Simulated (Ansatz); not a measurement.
Write a Python script for the Ansatz DFT code, driven from Python that makes a single point in a Gaussian basis of CH₄ClFSSi, SMILES FC[SiH](S)Cl. Level of theory: B3LYP, STO-3G basis, multiplicity 1, D3BJ dispersion.

```xyz
9

F    -0.7191    1.1124    1.8880
C     0.2200    0.4678    1.2369
Si   -0.4074   -0.1304   -0.4054
S     1.2036   -1.3437   -1.3273
Cl   -0.7629    1.4197   -1.6829
H     0.5171   -0.3375    1.8932
H     1.1058    1.1480    1.1458
H    -1.5756   -0.9295   -0.3046
H     0.5071   -1.4531   -2.4607
```

The script, `run_energy.py`:
```python
# -*- coding: utf-8 -*-
import ansatz as az
import numpy as np
import pandas as pd

geometry_ang = [
    ('F', (-0.7191, 1.1124, 1.888)),
    ('C', (0.22, 0.4678, 1.2369)),
    ('Si', (-0.4074, -0.1304, -0.4054)),
    ('S', (1.2036, -1.3437, -1.3273)),
    ('Cl', (-0.7629, 1.4197, -1.6829)),
    ('H', (0.5171, -0.3375, 1.8932)),
    ('H', (1.1058, 1.148, 1.1458)),
    ('H', (-1.5756, -0.9295, -0.3046)),
    ('H', (0.5071, -1.4531, -2.4607)),
]
molecule = az.Crystal.molecule()
for symbol, xyz in geometry_ang:
    molecule = molecule.atom(symbol, xyz)

setup = molecule.calculation().basis(gaussian='STO-3G').functional('B3LYP', dispersion='d3bj').forces()
res = setup.run(threads=1, pin='off')
data = res.report

print('reference energy %16.6f eV' % data['reference_energy_ev'])
print('total energy     %16.6f eV' % data['free_energy_ev'])
print('occupied orbitals outside the frozen core (up, down):', data['n_occupied'], ' frozen:', data['n_frozen'], ' virtual:', data['n_virtual'])

symbols = [site.symbol for site in molecule.cartesian_sites]
forces = np.array(data['forces_ev_ang'])
print('largest force', round(float(np.linalg.norm(forces, axis=1).max()), 4), 'eV/A, rms', round(float(np.sqrt((forces ** 2).mean())), 4))

charges = data['charge_distribution']
table = pd.DataFrame({'atom': symbols, 'mulliken': charges['mulliken_charges_e'], 'lowdin': charges['lowdin_charges_e']})
print(table.round(3).to_string())
print('dipole (e A):', np.round(charges['dipole_moment_e_ang'], 4) + 0.0)
```

Output of `python run_energy.py`:
```text
reference energy    -34655.470247 eV
total energy        -34655.924514 eV
occupied orbitals outside the frozen core (up, down): [33, 33]  frozen: 0  virtual: [8, 8]
largest force 6.7933 eV/A, rms 1.8113
  atom  mulliken  lowdin
0    F    -0.115  -0.070
1    C    -0.187  -0.122
2   Si     0.669   0.560
3    S    -0.054  -0.029
4   Cl    -0.344  -0.281
5    H     0.077   0.039
6    H     0.073   0.037
7    H    -0.101  -0.102
8    H    -0.019  -0.033
dipole (e A): [ 0.0119 -0.3817  0.2328]
```

Caveats:
- These settings explore the input space; basis and method may be short of convergence.
- The geometry is a force-field or estimated start, not a minimum of this method, and the basis set is short of its limit.
- The Löwdin charges here are taken after orthogonalising the functions within each atom; they differ from plain Löwdin charges, and their signs can be unphysical.
- Total less reference energy is the dispersion correction.
- b3lyp holds the VWN-RPA fit, as in Gaussian; the form of ORCA and Turbomole is b3lyp5.
- It ran for 2.6 s on 1 thread of Arm Neoverse V1 (shared host), peak memory 0.22 GiB.

(A comment or docstring line of the script was reworded after the run, the code is as it ran; lines on the test bed's own set-up are left out of the output.)
